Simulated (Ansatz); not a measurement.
# Si2NH6 (SMILES [SiH2]N[SiH3]) at UB2PLYP/cc-pVDZ

What is the electronic atomisation energy of Si2NH6 at UB2PLYP/cc-pVDZ? 

The calculation is run with Ansatz 0.2.0.

60 further runs of the same task are left out: 60 set aside as unsound or not needed.

**1. The structure to begin with**

Si2NH6: 9 atoms, total charge 0, spin state doublet. As SMILES, `[SiH2]N[SiH3]`. The shape is that of a PBE0-D4/def2-TZVP optimisation. This is one conformer, not always the lowest.

Bond lengths: Si1–N2 1.730 Å, N2–Si3 1.731 Å, Si1–H4 1.491 Å, Si1–H5 1.494 Å, N2–H6 1.011 Å, Si3–H7 1.488 Å, Si3–H8 1.483 Å, Si3–H9 1.488 Å. Some angles: Si1–N2–Si3 128.1°, Si1–N2–H6 115.1°, Si3–N2–H6 116.2°, N2–Si1–H4 107.7°, N2–Si1–H5 108.7°, N2–Si3–H7 111.1°, N2–Si3–H8 107.0°, N2–Si3–H9 112.0°, H4–Si1–H5 110.7°, H7–Si3–H8 109.8°.

**2. A single-point energy at UB2PLYP/cc-pVDZ**

run.yaml

```yaml
crystal:
  periodic: [false, false, false]
  atoms:
    - {symbol: Si, position_ang: [-1.200900, 0.925300, -0.948400]}
    - {symbol: N, position_ang: [0.196900, 0.625800, 0.025200]}
    - {symbol: Si, position_ang: [0.611700, -0.820500, 0.880200]}
    - {symbol: H, position_ang: [-1.616500, -0.372000, -1.554500]}
    - {symbol: H, position_ang: [-0.842900, 1.913400, -2.010900]}
    - {symbol: H, position_ang: [0.764100, 1.439300, 0.222200]}
    - {symbol: H, position_ang: [1.982600, -1.276500, 0.525400]}
    - {symbol: H, position_ang: [-0.378200, -1.853400, 0.488500]}
    - {symbol: H, position_ang: [0.571600, -0.627700, 2.355400]}
basis:
  gaussian:
    orbitals: cc-pVDZ
magnetization:
  spin_polarized: true
  initial_magnetization: 1
hamiltonian:
  xc: {name: B2PLYP}
correlation:
  frozen_orbitals: {H: 0, "N": 1, Si: 5}
accuracy: high
output: {orbitals: {seedname: orbitals}}
```

On the command line:

```
$ ansatz run run.yaml --threads 1 --pin off --max-ram 3480MiB --events-out events.jsonl --progress --plain --runs-dir runs
```

What it wrote:

```text
Warning: RAYON_NUM_THREADS=1 ignored (pool sized by the plan → 1); use --threads N
Functional definition: B2PLYP
  name "B2PLYP"
  parameter a = 0.53
  parameter c = 0.27
  exchange = (1 - a)*b88_x + a*exact_x
  correlation = (1 - c)*lyp_c + c*(mp2_os + mp2_ss)
1930 factors; integrals over basis functions are off by at most 3.8e-9 eV
mean field evaluation 1: about -17326.9259 eV, gradient 2.9e1 eV
mean field evaluation 2: about -17326.9335 eV, gradient 2.9e1 eV
mean field evaluation 4: about -17330.2474 eV, gradient 2.3e0 eV
mean field evaluation 8: about -17330.2808 eV, gradient 4.5e-2 eV
mean field evaluation 16: about -17330.2809 eV, gradient 5.3e-5 eV
mean field -17330.28089462 eV, -636.8760759908 hartree, gradient 4.7e-8 eV, S^2 0.753321; 0 other end points of the search recorded, 0 dependent functions left out
11 core orbitals not correlated: weight in the atoms' cores, before any rotation towards them, 1.000 or more for the frozen orbitals, at most 0.000 for the correlated occupied ones
reference -17330.28092155 eV, -636.8760769806 hartree; 10, 9 occupied and 59, 60 virtual orbitals, 1930 factors
second order -12.11055459 eV of doubles, -0.00000000 eV of singles
Total energy: -17333.55077129 eV, -636.9962417421 hartree
```

It took 13 s on 1 thread of Arm Neoverse V1, shared host; peak memory 0.38 GiB.

**3. The H atom**

job.yaml

```yaml
crystal:
  periodic: [false, false, false]
  atoms:
    - {symbol: H, position_ang: [0.000000, 0.000000, 0.000000]}
basis:
  gaussian: {orbitals: cc-pVDZ}
magnetization: {spin_polarized: true, initial_magnetization: 1}
hamiltonian: {xc: {name: B2PLYP}}
correlation: {frozen_orbitals: {H: 0}}
accuracy: high
```

On the command line:

```
$ ansatz run job.yaml --threads 1 --pin off --max-ram 3480MiB --events-out events.jsonl --progress --plain --runs-dir runs
```

What it wrote:

```text
Warning: RAYON_NUM_THREADS=1 ignored (pool sized by the plan → 1); use --threads N
Functional definition: B2PLYP
  name "B2PLYP"
  parameter a = 0.53
  parameter c = 0.27
  exchange = (1 - a)*b88_x + a*exact_x
  correlation = (1 - c)*lyp_c + c*(mp2_os + mp2_ss)
15 factors; integrals over basis functions are off by at most 4.6e-8 eV
mean field evaluation 1: about -13.5392 eV, gradient 8.8e-1 eV
mean field evaluation 2: about -13.5391 eV, gradient 8.8e-1 eV
mean field evaluation 4: about -13.5492 eV, gradient 3.2e-5 eV
mean field evaluation 8: about -13.5492 eV, gradient 1.7e-10 eV
mean field -13.54923042 eV, -0.4979250339 hartree, gradient 2.8e-10 eV, S^2 0.750000; 0 other end points of the search recorded, 0 dependent functions left out
reference -13.54924264 eV, -0.4979254829 hartree; 1, 0 occupied and 4, 5 virtual orbitals, 15 factors
second order 0.00000000 eV of doubles, -0.00000000 eV of singles
Total energy: -13.54924264 eV, -0.4979254829 hartree
```

Run time: 0.12 s. Hardware: 1 thread of Arm Neoverse V1, shared host.

**4. The N atom, same level**

in.yaml

```yaml
crystal:
  periodic: [false, false, false]
  atoms:
    - {symbol: "N", position_ang: [0.000000, 0.000000, 0.000000]}
basis:
  gaussian:
    orbitals: cc-pVDZ
hamiltonian:
  xc: {name: B2PLYP}
accuracy: high
correlation:
  frozen_orbitals: {"N": 1}
magnetization:
  spin_polarized: true
  initial_magnetization: 3
```

Run the same way, it converges to -54.54873 Eh (log not shown).

**5. The Si atom, same level**

input.yaml

```yaml
crystal:
  periodic: [false, false, false]
  atoms:
    - {symbol: Si, position_ang: [0.000000, 0.000000, 0.000000]}
basis:
  gaussian:
    orbitals: cc-pVDZ
magnetization:
  spin_polarized: true
  initial_magnetization: 2
hamiltonian:
  xc: {name: B2PLYP}
correlation:
  frozen_orbitals: {Si: 5}
accuracy: high
```

Run the same way, it converges to -289.24800 Eh (log not shown).

**6. Results**

Level: UB2PLYP/cc-pVDZ, 11 core orbitals frozen.

| quantity | value |
| --- | --- |
| molecule: total energy | -636.99624 Eh |
| molecule: HOMO energy (SCF part's orbitals) (highest over α and β) | -6.36 eV |
| molecule: LUMO energy (SCF part's orbitals) (lowest over α and β) | -0.55 eV |
| molecule: ⟨S²⟩ | 0.753 |
| H atom: total energy | -0.49793 Eh |
| H atom: ⟨S²⟩ | 0.750 |
| N atom: total energy | -54.54873 Eh |
| N atom: ⟨S²⟩ | 3.753 |
| Si atom: total energy | -289.24800 Eh |
| Si atom: ⟨S²⟩ | 2.006 |
| electronic atomisation energy | 26.231 eV |

Taking the molecule apart into free atoms costs 26.23 eV (605 kcal/mol), before zero-point energy and without spin-orbit coupling.
